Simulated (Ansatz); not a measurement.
# GeSiH6O (SMILES [OH][GeH2][SiH3]) at HF/STO-3G

Aim: the energy change on altering one bond length of GeSiH6O at HF/STO-3G, from 2 runs. 

The calculation is run with Ansatz 0.2.0.

63 further runs of the same task are left out: 63 set aside as unsound or not needed. Runs told in other sessions of the task aren't counted.

**1. Starting point**

GeSiH6O has 9 atoms, charge 0, and is taken as a singlet. SMILES: `[OH][GeH2][SiH3]`. Geometry: relaxed at PBE0-D4/def2-TZVP. This is one conformer, not always the lowest.

Bond lengths: O1–Ge2 1.791 Å, Ge2–Si3 2.389 Å, O1–H4 0.960 Å, Ge2–H5 1.546 Å, Ge2–H6 1.536 Å, Si3–H7 1.488 Å, Si3–H8 1.488 Å, Si3–H9 1.486 Å. Some angles: O1–Ge2–Si3 109.9°, O1–Ge2–H5 109.2°, O1–Ge2–H6 103.6°, Si3–Ge2–H5 111.3°, Si3–Ge2–H6 113.0°, Ge2–O1–H4 112.4°, Ge2–Si3–H7 110.2°, Ge2–Si3–H8 109.3°, Ge2–Si3–H9 110.4°, H5–Ge2–H6 109.6°.

**2. A single-point energy at HF/STO-3G**

File in.yaml:

```yaml
crystal:
  periodic: [false, false, false]
  atoms:
    - {symbol: O, position_ang: [-1.665400, 1.003200, -0.854800]}
    - {symbol: Ge, position_ang: [0.086300, 0.899600, -0.495500]}
    - {symbol: Si, position_ang: [0.525800, -1.010700, 0.870400]}
    - {symbol: H, position_ang: [-1.973400, 0.267900, -1.389000]}
    - {symbol: H, position_ang: [0.873700, 0.832100, -1.824400]}
    - {symbol: H, position_ang: [0.388100, 2.226700, 0.215900]}
    - {symbol: H, position_ang: [1.986000, -1.132800, 1.128400]}
    - {symbol: H, position_ang: [0.060100, -2.236200, 0.166300]}
    - {symbol: H, position_ang: [-0.192800, -0.896100, 2.165800]}
basis:
  gaussian:
    orbitals: STO-3G
hamiltonian:
  xc: hf
accuracy: high
output: {orbitals: {seedname: orbitals}}
```

Started as:

```bash
$ ansatz run in.yaml --threads 1 --pin off --max-ram 3480MiB --events-out events.jsonl --progress --plain --runs-dir runs
```

The program printed:

```text
Warning: RAYON_NUM_THREADS=1 ignored (pool sized by the plan → 1); use --threads N
Functional definition: HF
  name "HF"
  exchange = exact_x
  correlation = 0
661 factors; integrals over basis functions are off by at most 1.3e-8 eV
mean field evaluation 1: about -65705.6816 eV, gradient 2.1e1 eV
mean field evaluation 2: about -65705.7248 eV, gradient 2.2e1 eV
mean field evaluation 4: about -65707.5464 eV, gradient 1.2e0 eV
mean field evaluation 8: about -65707.5553 eV, gradient 6.6e-6 eV
mean field -65707.55526924 eV, -2414.7081179639 hartree, gradient 1.4e-8 eV, S^2 0.000000; 0 other end points of the search recorded, 0 dependent functions left out
reference -65707.55526924 eV, -2414.7081179639 hartree; 30, 30 occupied and 8, 8 virtual orbitals, 661 factors
Total energy: -65707.55526924 eV, -2414.7081179639 hartree
```

It took 0.46 s on 1 thread of Arm Neoverse V1, shared host.

**3. The distorted shape**

File input.yaml:

```yaml
crystal:
  periodic: [false, false, false]
  atoms:
    - {symbol: O, position_ang: [-1.295799, 1.885562, -0.213759]}
    - {symbol: Ge, position_ang: [0.455901, 1.781962, 0.145541]}
    - {symbol: Si, position_ang: [0.895401, -0.128338, 1.511441]}
    - {symbol: H, position_ang: [-1.973400, 0.267900, -1.389000]}
    - {symbol: H, position_ang: [1.243301, 1.714462, -1.183359]}
    - {symbol: H, position_ang: [0.757701, 3.109062, 0.856941]}
    - {symbol: H, position_ang: [2.355601, -0.250438, 1.769441]}
    - {symbol: H, position_ang: [0.429701, -1.353838, 0.807341]}
    - {symbol: H, position_ang: [0.176801, -0.013738, 2.806841]}
basis:
  gaussian:
    orbitals: STO-3G
hamiltonian:
  xc: hf
accuracy: high
output: {orbitals: {seedname: orbitals}}
```

Started as:

```bash
$ ansatz run input.yaml --threads 1 --pin off --max-ram 3480MiB --events-out events.jsonl --progress --plain --runs-dir runs
```

The program printed:

```text
Warning: RAYON_NUM_THREADS=1 ignored (pool sized by the plan → 1); use --threads N
[... 4 set-up lines as earlier in the session ...]
658 factors; integrals over basis functions are off by at most 1.4e-8 eV
mean field evaluation 1: about -65691.2797 eV, gradient 3.4e1 eV
mean field evaluation 2: about -65691.3116 eV, gradient 3.4e1 eV
mean field evaluation 4: about -65698.9551 eV, gradient 6.7e0 eV
mean field evaluation 8: about -65699.1326 eV, gradient 5.4e-2 eV
mean field -65699.13260249 eV, -2414.3985906701 hartree, gradient 1.7e-8 eV, S^2 0.000000; 0 other end points of the search recorded, 0 dependent functions left out
reference -65699.13260249 eV, -2414.3985906701 hartree; 30, 30 occupied and 8, 8 virtual orbitals, 658 factors
Total energy: -65699.13260249 eV, -2414.3985906701 hartree
```

It took 0.5 s on 1 thread of Arm Neoverse V1, shared host.

**4. Results**

Level: HF/STO-3G.

| quantity | value |
| --- | --- |
| first shape: total energy | -2414.70812 Eh |
| first shape: HOMO energy | -8.03 eV |
| first shape: LUMO energy | 10.61 eV |
| first shape: HOMO–LUMO gap | 18.64 eV |
| distorted shape: total energy | -2414.39859 Eh |
| distorted shape: HOMO energy | -6.28 eV |
| distorted shape: LUMO energy | 3.33 eV |
| distorted shape: HOMO–LUMO gap | 9.61 eV |
| energy change with the O1–H4 bond stretched from 0.960 to 2.111 Å | 8.423 eV |

One bond (distorted shape) is far stretched, which a spin-restricted single reference describes badly; a broken-symmetry solution may lie lower. With the O1–H4 bond stretched from 0.960 to 2.111 Å the energy rises by 8.42 eV (194 kcal/mol). The first shape isn't relaxed at this level, so the change isn't measured from a minimum. A restricted reference can't describe the breaking bond well at this length. The minimal basis adds a large error of its own.
